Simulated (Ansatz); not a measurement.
**BeBr+ (triplet): wave-function methods side by side at distance Br1–Be2 = 2.804 Å, cc-pVDZ**

An exercise on one series of results from a longer session: the logs are not shown, and one member is left open.

The runs use Ansatz 0.2.0, Gaussian basis; cc-pVDZ, core rule «outside noble gas», up to 15 orbitals frozen.

Plan: UHF; CCSD(T) on ROHF; CCSD(T) on UHF; BCCD(T) on ROHF; CISD; CCSDT(Q) on ROHF; CCSDT(Q) on UHF; CASSCF and MRCISD+Q, 4 electrons in 4 orbitals; CASSCF and NEVPT2, 4 electrons in 4 orbitals.

39 further runs of the same task are left out: 22 for a known fault of the program, 13 that didn't finish, 4 set aside as unsound or not needed.

### What is computed

The geometry derives from a PBE0/def2-TZVP stationary point (not a proven minimum). One bond is set to the value named and the two fragments are kept rigid. No spin-orbit coupling is included. The filled d shell of Br may be among the frozen orbitals whatever the setting's name suggests; the logs give the count.

2 atoms, charge 1, spin multiplicity 3.

Atoms are counted from 1 here; the program's logs count them from 0.

No contacts short enough for the rule that draws bonds.

The first run:

The input, in.yaml:

```yaml
crystal:
  periodic: [false, false, false]
  atoms:
    - {symbol: Br, position_ang: [0.000000, 0.000000, 0.000000]}
    - {symbol: Be, position_ang: [0.000000, 0.000000, 2.804000]}
basis:
  gaussian: {orbitals: cc-pVDZ}
total_charge: 1
magnetization: {spin_polarized: true, initial_magnetization: 2}
hamiltonian: {xc: hf}
output: {orbitals: {seedname: orbitals}}
```

Run with:

```sh
> ansatz run in.yaml --threads 1 --pin off --events-out ev --progress --plain --max-ram 2393MiB
```

Steps of the session up to this table: UHF; CCSD(T) on ROHF; CCSD(T) on UHF; BCCD(T) on ROHF; CISD; CCSDT(Q) on ROHF; CCSDT(Q) on UHF; CASSCF and MRCISD+Q, 4 electrons in 4 orbitals; CASSCF and NEVPT2, 4 electrons in 4 orbitals.

One of the session's tables, all rows but one given; the rest of the session is left out.

```
       method  from UCCSDT(Q) (meV)
         ROHF               +3317.9
          UHF               +3209.6
         RMP2                +510.3
         UMP2                +516.5
         CISD                +187.4
        RCCSD                 +73.4
        UCCSD                     ?
     RCCSD(T)                 +19.0
     UCCSD(T)                 +16.0
      BCCD(T)                 +19.1
       RCCSDT                  +7.9
       UCCSDT                  +5.1
    RCCSDT(Q)                  +2.8
    UCCSDT(Q)                     0
  CASSCF pair               +3061.1
  MRCISD pair                +176.4
MRCISD+Q pair                  +5.0
```

Estimate the missing values for UCCSD.

The run gave: from UCCSDT(Q) (meV): +67.6. In the column «from UCCSDT(Q) (meV)» it lies between BCCD(T) (+19.1) and RCCSD (+73.4).

Not comparable, so not listed: CASSCF and NEVPT2, 4 electrons in 4 orbitals (they don't share determinant, frozen orbitals or solution with the rows shown, or repeat one).

To keep in mind: Restricted and unrestricted rows rest on different reference determinants; where their highest levels disagree by more than a few hundredths of an eV, they describe different states and don't form one ladder. Warnings in the runs' records: passed over end.
